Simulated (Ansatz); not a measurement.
# CH6N2OSi: inversion of the pyramid at N1, part 2 of 2

Aim: the minimum-energy path and barrier of the inversion of the pyramid at N1. The ends are relaxed first, then joined by a nudged elastic band. SMILES of the start: NC1(O)N[SiH2]1.

Ansatz 0.2.0; RKS PBE-D4/def2-SVP. The steps go on from the part before.

### 4 The band

crystal.atoms is end A as relaxed above, and neb.final_atoms is end B, turned to lie on A. With 5 inner images the band has 7 in all. The start path is listed, through a guess of the saddle.

input.yaml reads:

```yaml
crystal:
  periodic: [false, false, false]
  atoms:
    - { symbol: "N", position_ang: [0.652832, 1.226849, 0.69353] }
    - { symbol: C, position_ang: [0.404721, -0.06861, 0.137853] }
    - { symbol: O, position_ang: [1.515918, -0.923111, 0.242571] }
    - { symbol: "N", position_ang: [-0.858218, -0.708388, 0.494904] }
    - { symbol: Si, position_ang: [-0.963874, -0.129269, -1.183323] }
    - { symbol: H, position_ang: [1.359768, 1.714499, 0.129684] }
    - { symbol: H, position_ang: [1.084157, 1.0998, 1.624939] }
    - { symbol: H, position_ang: [1.143661, -1.826562, 0.276566] }
    - { symbol: H, position_ang: [-1.36364, -0.312646, 1.297109] }
    - { symbol: H, position_ang: [-1.77486, 1.09347, -1.499078] }
    - { symbol: H, position_ang: [-1.134964, -1.223133, -2.194156] }
basis:
  gaussian: { orbitals: def2-SVP }
hamiltonian:
  xc: pbe
  dispersion: d4
neb:
  order_check: false
  images: 5
  f_tol: 0.03
  max_iterations: 60
  final_atoms:
    - { symbol: "N", position_ang: [0.82286603, 1.06326223, 0.90426967] }
    - { symbol: C, position_ang: [0.48972044, -0.13355599, 0.21367535] }
    - { symbol: O, position_ang: [1.5982187, -0.97117399, 0.24073613] }
    - { symbol: "N", position_ang: [-0.78358185, -0.70944272, 0.48472547] }
    - { symbol: Si, position_ang: [-0.9079466, -0.13668203, -1.19514218] }
    - { symbol: H, position_ang: [1.78424667, 1.35806946, 0.70006358] }
    - { symbol: H, position_ang: [0.18048384, 1.83092963, 0.68529385] }
    - { symbol: H, position_ang: [1.24077616, -1.87243333, 0.12911872] }
    - { symbol: H, position_ang: [-1.25610003, -0.4826319, 1.37110828] }
    - { symbol: H, position_ang: [-1.65696244, 1.16686681, -1.35982871] }
    - { symbol: H, position_ang: [-1.44621992, -1.17030917, -2.15342117] }
  initial_path:
    images:
      - { positions_ang: [[0.652832, 1.226849, 0.69353], [0.404721, -0.06861, 0.137853], [1.515918, -0.923111, 0.242571], [-0.858218, -0.708388, 0.494904], [-0.963874, -0.129269, -1.183323], [1.359768, 1.714499, 0.129684], [1.084157, 1.0998, 1.624939], [1.143661, -1.826562, 0.276566], [-1.36364, -0.312646, 1.297109], [-1.77486, 1.09347, -1.499078], [-1.134964, -1.223133, -2.194156]] }
      - { positions_ang: [[0.72639409, 1.17186538, 0.72466606], [0.43437884, -0.06441128, 0.09266163], [1.50407419, -0.9595275, 0.15633123], [-0.8010508, -0.66089419, 0.45524258], [-0.93705409, -0.12270805, -1.21224917], [1.35941329, 1.73957744, 0.18068077], [0.92874816, 1.0669963, 1.66575719], [1.15033096, -1.83490856, 0.29046962], [-1.32320421, -0.15862085, 1.18844387], [-1.83610482, 1.03546303, -1.40283948], [-1.14042461, -1.26993271, -2.11856529]] }
      - { positions_ang: [[0.79995618, 1.11688176, 0.75580213], [0.46403667, -0.06021257, 0.04747026], [1.49223037, -0.995944, 0.07009146], [-0.7438836, -0.61340039, 0.41558116], [-0.91023419, -0.11614711, -1.24117535], [1.35905859, 1.76465588, 0.23167753], [0.77333933, 1.03419259, 1.70657538], [1.15700092, -1.84325512, 0.30437325], [-1.28276842, -0.00459569, 1.07977873], [-1.89734964, 0.97745607, -1.30660097], [-1.14588522, -1.31673242, -2.04297457]] }
      - { positions_ang: [[0.87351828, 1.06189814, 0.78693819], [0.49369451, -0.05601385, 0.00227889], [1.48038656, -1.0323605, -0.01614831], [-0.68671641, -0.56590658, 0.37591973], [-0.88341428, -0.10958616, -1.27010152], [1.35870388, 1.78973432, 0.2826743], [0.61793049, 1.00138889, 1.74739357], [1.16367088, -1.85160168, 0.31827687], [-1.24233263, 0.14942946, 0.9711136], [-1.95859446, 0.9194491, -1.21036245], [-1.15134582, -1.36353213, -1.96738386]] }
      - { positions_ang: [[0.8566342, 1.06235283, 0.82604868], [0.49236982, -0.08186123, 0.07274437], [1.51966394, -1.011965, 0.06947984], [-0.71900489, -0.61375196, 0.41218831], [-0.89159172, -0.11861812, -1.24511508], [1.50055148, 1.64584604, 0.42180406], [0.47211494, 1.27790247, 1.39336033], [1.18937264, -1.85854557, 0.25522416], [-1.24692176, -0.06125766, 1.10444516], [-1.85805045, 1.00192167, -1.26018454], [-1.24963719, -1.29912448, -2.0293963]] }
      - { positions_ang: [[0.83975011, 1.06280753, 0.86515918], [0.49104513, -0.10770861, 0.14320986], [1.55894132, -0.99156949, 0.15510798], [-0.75129337, -0.66159734, 0.44845689], [-0.89976916, -0.12765007, -1.22012863], [1.64239907, 1.50195775, 0.56093382], [0.32629939, 1.55441605, 1.03932709], [1.2150744, -1.86548945, 0.19217144], [-1.2515109, -0.27194478, 1.23777672], [-1.75750644, 1.08439424, -1.31000663], [-1.34792855, -1.23471683, -2.09140874]] }
      - { positions_ang: [[0.82286603, 1.06326223, 0.90426967], [0.48972044, -0.13355599, 0.21367535], [1.5982187, -0.97117399, 0.24073613], [-0.78358185, -0.70944272, 0.48472547], [-0.9079466, -0.13668203, -1.19514218], [1.78424667, 1.35806946, 0.70006358], [0.18048384, 1.83092963, 0.68529385], [1.24077616, -1.87243333, 0.12911872], [-1.25610003, -0.4826319, 1.37110828], [-1.65696244, 1.16686681, -1.35982871], [-1.44621992, -1.17030917, -2.15342117]] }
```

Run with:

```bash
$ ansatz run input.yaml --threads 2 --pin off --max-ram 3072MiB --backend cpu --events-out ev --progress --plain --runs-dir out
```

The program printed (excerpt; [...] marks lines left out):

```text
Warning: RAYON_NUM_THREADS=2 ignored (pool sized by the plan → 2); use --threads N
[...]
Functional definition: PBE
[...]
1189 factors; their error is unknown
[...]
mean field -14019.99539194 eV, -515.2253275596 hartree, gradient 3.6e-5 eV, S^2 0.000000; 0 other end points of the search recorded, 0 dependent functions left out
[...]
reference -14019.99542823 eV, -515.2253288932 hartree; 24, 24 occupied and 80, 80 virtual orbitals, 1189 factors
1189 factors; their error is unknown
[...]
mean field -14019.99034211 eV, -515.2251419818 hartree, gradient 5.6e-5 eV, S^2 0.000000; 0 other end points of the search recorded, 0 dependent functions left out
[...]
reference -14019.99037811 eV, -515.2251433046 hartree; 24, 24 occupied and 80, 80 virtual orbitals, 1189 factors
NEB end point (image 0): max|allowed force component| = 1.378e-2 eV/Å (the criterion of neb.relax_end_points is 1.000e-2)
[...]
Atom 1 at     0.492824    -0.091530     0.166744 Å, force    -0.000824     0.000285    -0.003100 eV/Å
Atom 2 at     1.620485    -0.911467     0.204716 Å, force    -0.001316     0.000741     0.001259 eV/Å
Atom 3 at    -0.774761    -0.621356     0.514581 Å, force     0.001219    -0.001532     0.002295 eV/Å
Atom 4 at    -0.964590    -0.234418    -1.206982 Å, force    -0.001641    -0.000264    -0.000150 eV/Å
Atom 5 at     1.831300     1.389776     0.774574 Å, force    -0.000247    -0.000725    -0.001105 eV/Å
Atom 6 at     0.164466     1.695344     1.204997 Å, force    -0.001216    -0.000726    -0.002264 eV/Å
Atom 7 at     1.367695    -1.743292    -0.237865 Å, force     0.001429     0.000310    -0.000950 eV/Å
Atom 8 at    -1.220556    -0.399570     1.416566 Å, force    -0.000096     0.001417    -0.000108 eV/Å
Atom 9 at    -1.702099     1.054950    -1.486459 Å, force     0.000932     0.000681    -0.000190 eV/Å
Atom 10 at    -1.594368    -1.357547    -2.002663 Å, force    -0.000118    -0.000269    -0.000368 eV/Å
Dipole moment:     0.025207     0.203875     0.308758 e Å
this run last wrote the band of iteration 19 to <dir>
```

Wall time 3.2 min (2 threads of Arm Neoverse V1, shared host); peak memory 0.14 GiB.

### 5 What the band shows

The 5 inner images lie between the fixed ends 0 and 6. Energy is taken from image 0, and the path length is the program's own coordinate along the band.

| image | path (Å) | energy (eV) | sum of angles at N1 (°) | band force (eV/Å) |
| --- | --- | --- | --- | --- |
| 0 | 0.000 | 0.0000 | 323.1 | - |
| 1 | 0.609 | 0.0356 | 324.3 | 0.003 |
| 2 | 1.217 | 0.1018 | 332.0 | 0.005 |
| 3* | 1.825 | 0.1501 | 356.9 | 0.004 |
| 4 | 2.127 | 0.0766 | 352.4 | 0.006 |
| 5 | 2.428 | 0.0177 | 337.0 | 0.005 |
| 6 | 2.729 | 0.0056 | 333.0 | - |

The star marks the climbing image.

image, energy (eV) and a bar:
```
        0      0.000 
        1      0.036 #######
        2      0.102 ####################
        3      0.150 ##############################
        4      0.077 ###############
        5      0.018 ####
        6      0.006 #
```

The top of the band by iteration:

```csv
iteration,highest image above image 0 (eV),largest band force (eV/Å)
1,4.9249,29.712
3,0.4494,0.770
5,0.3021,0.442
7,0.3088,0.402
9,0.2537,0.193
11,0.2159,0.207
13,0.1594,0.229
15,0.1513,0.063
17,0.1504,0.062
19,0.1501,0.006
```

The band as a trajectory file:

```xyz
11
image=0 dE=0.0000
N     0.653    1.227    0.694
C     0.405   -0.069    0.138
O     1.516   -0.923    0.243
N    -0.858   -0.708    0.495
Si   -0.964   -0.129   -1.183
H     1.360    1.714    0.130
H     1.084    1.100    1.625
H     1.144   -1.827    0.277
H    -1.364   -0.313    1.297
H    -1.775    1.093   -1.499
H    -1.135   -1.223   -2.194
11
image=1 dE=0.0356
N     0.675    1.253    0.619
C     0.420   -0.066    0.126
O     1.548   -0.893    0.251
N    -0.843   -0.654    0.511
Si   -0.977   -0.161   -1.184
H     1.599    1.566    0.296
H     0.731    1.221    1.650
H     1.250   -1.802    0.052
H    -1.321   -0.309    1.353
H    -1.725    1.091   -1.542
H    -1.291   -1.302   -2.111
11
image=2 dE=0.1018
N     0.752    1.250    0.574
C     0.450   -0.067    0.121
O     1.582   -0.888    0.227
N    -0.813   -0.611    0.518
Si   -0.982   -0.201   -1.192
H     1.763    1.424    0.558
H     0.397    1.418    1.524
H     1.327   -1.765   -0.117
H    -1.265   -0.336    1.401
H    -1.699    1.072   -1.547
H    -1.447   -1.353   -2.046
11
image=3 dE=0.1501
N     0.845    1.162    0.672
C     0.493   -0.092    0.167
O     1.620   -0.911    0.205
N    -0.775   -0.621    0.515
Si   -0.965   -0.234   -1.207
H     1.831    1.390    0.775
H     0.164    1.695    1.205
H     1.368   -1.743   -0.238
H    -1.221   -0.400    1.417
H    -1.702    1.055   -1.486
H    -1.594   -1.358   -2.003
11
image=4 dE=0.0766
N     0.870    1.071    0.860
C     0.497   -0.112    0.214
O     1.605   -0.955    0.230
N    -0.789   -0.628    0.510
Si   -0.937   -0.205   -1.207
H     1.816    1.416    0.702
H     0.153    1.770    1.034
H     1.331   -1.778   -0.214
H    -1.246   -0.401    1.404
H    -1.673    1.085   -1.490
H    -1.560   -1.319   -2.024
11
image=5 dE=0.0177
N     0.850    1.059    0.916
C     0.490   -0.128    0.234
O     1.594   -0.974    0.262
N    -0.796   -0.662    0.511
Si   -0.915   -0.165   -1.187
H     1.785    1.394    0.663
H     0.160    1.807    0.823
H     1.284   -1.832   -0.084
H    -1.263   -0.445    1.402
H    -1.647    1.134   -1.438
H    -1.476   -1.245   -2.083
11
image=6 dE=0.0056
N     0.823    1.063    0.904
C     0.490   -0.134    0.214
O     1.598   -0.971    0.241
N    -0.784   -0.709    0.485
Si   -0.908   -0.137   -1.195
H     1.784    1.358    0.700
H     0.180    1.831    0.685
H     1.241   -1.872    0.129
H    -1.256   -0.483    1.371
H    -1.657    1.167   -1.360
H    -1.446   -1.170   -2.153
```

### 6 Vibrations at the top

The geometry is the highest inner image of the first converged band.

input.yaml reads:

```yaml
crystal:
  periodic: [false, false, false]
  atoms:
    - { symbol: "N", position_ang: [0.845106, 1.16201, 0.67239] }
    - { symbol: C, position_ang: [0.492824, -0.09153, 0.166744] }
    - { symbol: O, position_ang: [1.620485, -0.911467, 0.204716] }
    - { symbol: "N", position_ang: [-0.774761, -0.621356, 0.514581] }
    - { symbol: Si, position_ang: [-0.96459, -0.234418, -1.206982] }
    - { symbol: H, position_ang: [1.8313, 1.389776, 0.774574] }
    - { symbol: H, position_ang: [0.164466, 1.695344, 1.204997] }
    - { symbol: H, position_ang: [1.367695, -1.743292, -0.237865] }
    - { symbol: H, position_ang: [-1.220556, -0.39957, 1.416566] }
    - { symbol: H, position_ang: [-1.702099, 1.05495, -1.486459] }
    - { symbol: H, position_ang: [-1.594368, -1.357547, -2.002663] }
basis:
  gaussian: { orbitals: def2-SVP }
hamiltonian:
  xc: pbe
  dispersion: d4
phonons: {}
```

Run with:

```bash
$ ansatz run input.yaml --threads 2 --pin off --max-ram 3072MiB --backend cpu --events-out ev --progress --plain --runs-dir out
```

The program printed (excerpt; [...] marks lines left out):

```text
Warning: RAYON_NUM_THREADS=2 ignored (pool sized by the plan → 2); use --threads N
[...]
Functional definition: PBE
[...]
1189 factors; their error is unknown
[...]
mean field -14019.84659682 eV, -515.2198594398 hartree, gradient 4.3e-5 eV, S^2 0.000000; 0 other end points of the search recorded, 0 dependent functions left out
[...]
reference -14019.84663261 eV, -515.2198607552 hartree; 24, 24 occupied and 80, 80 virtual orbitals, 1189 factors
[...]
1189 factors; their error is unknown
mean field -14019.84637133 eV, -515.2198511530 hartree, gradient 2.6e-6 eV, S^2 0.000000; 0 other end points of the search recorded, 0 dependent functions left out
[...]
reference -14019.84640711 eV, -515.2198524683 hartree; 24, 24 occupied and 80, 80 virtual orbitals, 1189 factors
[...]
1189 factors; their error is unknown
[...]
mean field -14019.84633234 eV, -515.2198497202 hartree, gradient 2.6e-6 eV, S^2 0.000000; 0 other end points of the search recorded, 0 dependent functions left out
[...]
WARN: phonons: modes at or below zero, which the zero-point energy, F, S and C_V leave out: 1, the lowest at -395.26 cm⁻¹. A minimum has none, and a first-order saddle one
[...]
Atom 2 at     1.620485    -0.911467     0.204716 Å, force    -0.001322     0.000837     0.001359 eV/Å
Atom 3 at    -0.774761    -0.621356     0.514581 Å, force     0.001088    -0.001500     0.001962 eV/Å
Atom 4 at    -0.964590    -0.234418    -1.206982 Å, force    -0.001601    -0.000351    -0.000016 eV/Å
Atom 5 at     1.831300     1.389776     0.774574 Å, force    -0.000233    -0.000745    -0.001137 eV/Å
Atom 6 at     0.164466     1.695344     1.204997 Å, force    -0.001186    -0.000814    -0.002301 eV/Å
Atom 7 at     1.367695    -1.743292    -0.237865 Å, force     0.001463     0.000255    -0.000933 eV/Å
Atom 8 at    -1.220556    -0.399570     1.416566 Å, force    -0.000070     0.001428    -0.000028 eV/Å
Atom 9 at    -1.702099     1.054950    -1.486459 Å, force     0.000916     0.000708    -0.000097 eV/Å
Atom 10 at    -1.594368    -1.357547    -2.002663 Å, force    -0.000123    -0.000267    -0.000376 eV/Å
Dipole moment:     0.025205     0.203876     0.308758 e Å
Vibrations: -395.26 193.68 215.54 282.02 323.78 334.37 435.25 493.58 505.68 548.35 644.63 704.45 753.07 903.18 937.20 981.03 1099.96 1155.53 1300.50 1388.53 1532.62 2093.57 2119.96 3381.89 3538.26 3676.60 3706.89 cm⁻¹, zero-point energy 2.061245 eV
```

Wall time 86 s (2 threads of Arm Neoverse V1, shared host); peak memory 0.14 GiB.

Of 27 modes, 1 is imaginary by more than 30 cm⁻¹ (395i cm⁻¹).

### 7 What came out

The summary covers parts 1 to 2.

| quantity | value |
| --- | --- |
| end A | 10 moves, 0.992 eV lower |
| end B | 14 moves, 1.278 eV lower |
| barrier forwards | 0.150 eV |
| barrier backwards | 0.144 eV |
| second end relative to first | +0.006 eV |
| highest image | 3 of 0 to 6, climbing |
| band iterations | 19 |
| imaginary modes at the top | 395i cm⁻¹ |

In words: Along this path the system climbs 0.15 eV from the first end (6 kT at 300 K); with a typical attempt rate of 10^13 per second that is roughly 10^10 events a second. The ends differ by 6 meV at most. One imaginary mode, as a first-order saddle point has. These are electronic energies, with no zero-point or thermal terms. Tunnelling, which matters where hydrogen moves, is missing too.
